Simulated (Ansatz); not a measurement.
**CH7B2ClSi: up Jacob's ladder to CCSD(T)**

The task here is to estimate one member of a computed series from the others.

Computed with Ansatz 0.2.0, Gaussian basis. Level: functionals in def2-TZVPP, the program's frozen cores in correlated methods.

Levels to be run: PBE-D4, r2SCAN-D4, PBE0-D4, B3LYP-D4, ωB97X-V, ωB97M-V, B2PLYP; CCSD(T)/def2-TZVPP; MP2/def2-QZVPP; extrapolation to the limit.

### The geometry

All runs share one geometry, relaxed beforehand with PBE0-D4 in a triple-zeta def2 set.

SMILES `BC([SiH3])BCl`, 12 atoms, charge 0, spin multiplicity 1.

Atoms are counted from 1 here; the program's logs count them from 0.

Bond lengths: B1–C2 1.542 Å, B1–H6 1.195 Å, B1–H7 1.198 Å, C2–Si3 1.914 Å, C2–B4 1.530 Å, C2–H8 1.091 Å, Si3–H9 1.494 Å, Si3–H10 1.481 Å, Si3–H11 1.480 Å, B4–Cl5 1.754 Å, B4–H12 1.193 Å. Angles: C2–B1–H6 120.7°, C2–B1–H7 119.7°, H6–B1–H7 119.6°, B1–C2–Si3 90.5°, B1–C2–B4 115.2°, B1–C2–H8 116.2°, Si3–C2–B4 106.8°, Si3–C2–H8 107.7°, B4–C2–H8 116.3°, C2–Si3–H9 108.7°, C2–Si3–H10 107.9°, C2–Si3–H11 111.7°, H9–Si3–H10 108.5°, H9–Si3–H11 108.5°, H10–Si3–H11 111.5°, C2–B4–Cl5 120.9°, C2–B4–H12 122.5°, Cl5–B4–H12 116.6°.

As a file:

```
B    -1.4119    0.4264    0.2028
C     0.1166    0.6265    0.2488
Si    0.3687   -1.2466    0.5500
B     0.7719    0.9496   -1.0959
Cl    2.0676    2.1271   -1.2065
H    -2.0956    0.7296    1.1353
H    -1.9165   -0.0722   -0.7632
H     0.5075    1.1576    1.1178
H    -0.9132   -1.8271    1.0507
H     1.3993   -1.4039    1.6025
H     0.7508   -1.9553   -0.6924
H     0.4319    0.4331   -2.1159
```

Set-up of the first run:

in.yaml reads:

```yaml
crystal:
  periodic: [false, false, false]
  atoms:
    - {symbol: B, position_ang: [-1.411856, 0.426417, 0.202762]}
    - {symbol: C, position_ang: [0.116559, 0.626515, 0.248810]}
    - {symbol: Si, position_ang: [0.368705, -1.246560, 0.550022]}
    - {symbol: B, position_ang: [0.771864, 0.949591, -1.095887]}
    - {symbol: Cl, position_ang: [2.067586, 2.127121, -1.206510]}
    - {symbol: H, position_ang: [-2.095636, 0.729608, 1.135270]}
    - {symbol: H, position_ang: [-1.916471, -0.072162, -0.763156]}
    - {symbol: H, position_ang: [0.507537, 1.157561, 1.117767]}
    - {symbol: H, position_ang: [-0.913181, -1.827067, 1.050747]}
    - {symbol: H, position_ang: [1.399273, -1.403857, 1.602463]}
    - {symbol: H, position_ang: [0.750752, -1.955268, -0.692367]}
    - {symbol: H, position_ang: [0.431869, 0.433103, -2.115921]}
basis:
  gaussian: {orbitals: def2-TZVPP}
hamiltonian: {xc: pbe, dispersion: d4}
output: {forces: true, orbitals: {seedname: orbitals}}
```

Launch:

```
$ ansatz run in.yaml --threads 4 --pin off --events-out ev --progress --plain --max-ram 10444MiB
```

Steps of the session up to this table: PBE-D4 (GGA); r2SCAN-D4 (meta-GGA); PBE0-D4 (hybrid); B3LYP-D4 (hybrid); ωB97X-V (range-separated); ωB97M-V (range-separated); B2PLYP (double hybrid); CCSD(T) in def2-TZVPP; MP2 in def2-QZVPP.

One of the session's tables, all rows but one given; the rest of the session is left out.

| method | atomisation energy (kJ/mol) |
| --- | --- |
| PBE-D4 | 4217.5 |
| r2SCAN-D4 | 4213.6 |
| PBE0-D4 | 4195.5 |
| B3LYP-D4 | 4182.3 |
| ωB97X-V | ? |
| ωB97M-V | 4202.8 |
| B2PLYP | 4135.5 |
| HF/def2-TZVPP | 3267.9 |
| MP2/def2-TZVPP | 4125.8 |
| CCSD/def2-TZVPP | 4026.4 |
| CCSD(T)/def2-TZVPP | 4074.7 |
| MP2/CBS | 4213.2 |
| CCSD(T)/CBS | 4162.0 |

**Question.** Estimate the row for ωB97X-V.

**Answer.** atomisation energy (kJ/mol): 4196.8. In the column «atomisation energy (kJ/mol)» it lies between PBE0-D4 (4195.5) and ωB97M-V (4202.8).
